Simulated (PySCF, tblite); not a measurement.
# C4H2N4O: geometry, infrared bands and NMR shifts

Wanted: the infrared bands and NMR shifts of C4H2N4O (`[H]/N=C(\C#N)c1ncon1`), by calculation.

The runs use tblite 0.8.0 and PySCF 2.14.0, with density-fitted response routines of our own; the level of theory stands in each step. All values are computed, except where a source is named. Atoms are numbered from 0 throughout.

**1. Starting geometry**

11 atoms, charge 0, multiplicity 1; geometry from: force field or distance geometry start.

Bonds of the start (Å): N0–C1 1.16, C1–C2 1.45, C2–N3 1.32, C2–C4 1.44, C4–N5 1.39, N5–C6 1.31, C6–O7 1.36, O7–N8 1.40, N8–C4 1.35, N3–H9 1.03, C6–H10 1.07.

**2. Relaxing the molecule with GFN2-xTB**

What the job is given:

```
{"job": {"kind": "relax", "xc": "GFN2-xTB", "basis": "xTB"}, "charge": 0, "multiplicity": 1}
N     -2.940300    -1.473700     0.704200
C     -2.115400    -0.756300     0.314700
C     -1.105400     0.158900    -0.173500
N     -1.587500     1.187000    -0.843300
C      0.307000    -0.026800     0.041800
N      1.278500     0.838400    -0.434600
C      2.385600     0.277500    -0.013900
O      2.187700    -0.868300     0.686700
N      0.806700    -1.079400     0.715800
H     -2.616300     1.151900    -0.883100
H      3.404800     0.593500    -0.140500
```

On the command line:

```bash
> OMP_NUM_THREADS=1 python probes_run.py task.json out
```

This one command runs all jobs of the session in turn.

**Question.** This job is followed by: GFN2-xTB harmonic vibrations, gas phase; GIAO PBE0/pcSseg-1 NMR shielding, non-relativistic, gas phase. What will the session give for the following? strongest single infrared mode (GFN2-xTB); zero-point energy (GFN2-xTB); ¹³C shifts against TMS (PBE0/pcSseg-1); ¹H shifts against TMS (PBE0/pcSseg-1); ¹⁵N shifts against NH3 (PBE0/pcSseg-1); ¹⁷O shifts against H2O (PBE0/pcSseg-1).

The runs gave:

| quantity | value |
| --- | --- |
| strongest single infrared mode (GFN2-xTB) | 1232 cm⁻¹, 130 km/mol |
| zero-point energy (GFN2-xTB) | 40.7 kcal/mol |
| ¹³C shifts against TMS (PBE0/pcSseg-1) | 173.6, 172.6, 145.6, 117.3 ppm |
| ¹H shifts against TMS (PBE0/pcSseg-1) | 14.02, 8.84 ppm |
| ¹⁵N shifts against NH3 (PBE0/pcSseg-1) | 422.0, 422.0, 322.8, 285.4 ppm |
| ¹⁷O shifts against H2O (PBE0/pcSseg-1) | 428.4 ppm |

What this shows: Relaxing lowered the energy by 0.328 eV in 33 steps; the close pair that moved most is C2–N3, from 1.318 to 1.263 Å. No mode is imaginary among the 27: a minimum at this level. The strongest single mode, at 1232 cm⁻¹, is spread over several atoms, H9, N5, C2, H10 among them. Unscaled tight-binding wavenumbers are off by several per cent, some by more. Its intensities can rank the bands wrongly. At PBE0/pcSseg-1: The largest span, 836 ppm, is at N3, where the paramagnetic term is -470 ppm. NICS(1)zz of -29 ppm above the planar ring from C4 marks a diatropic (aromatic) ring current.
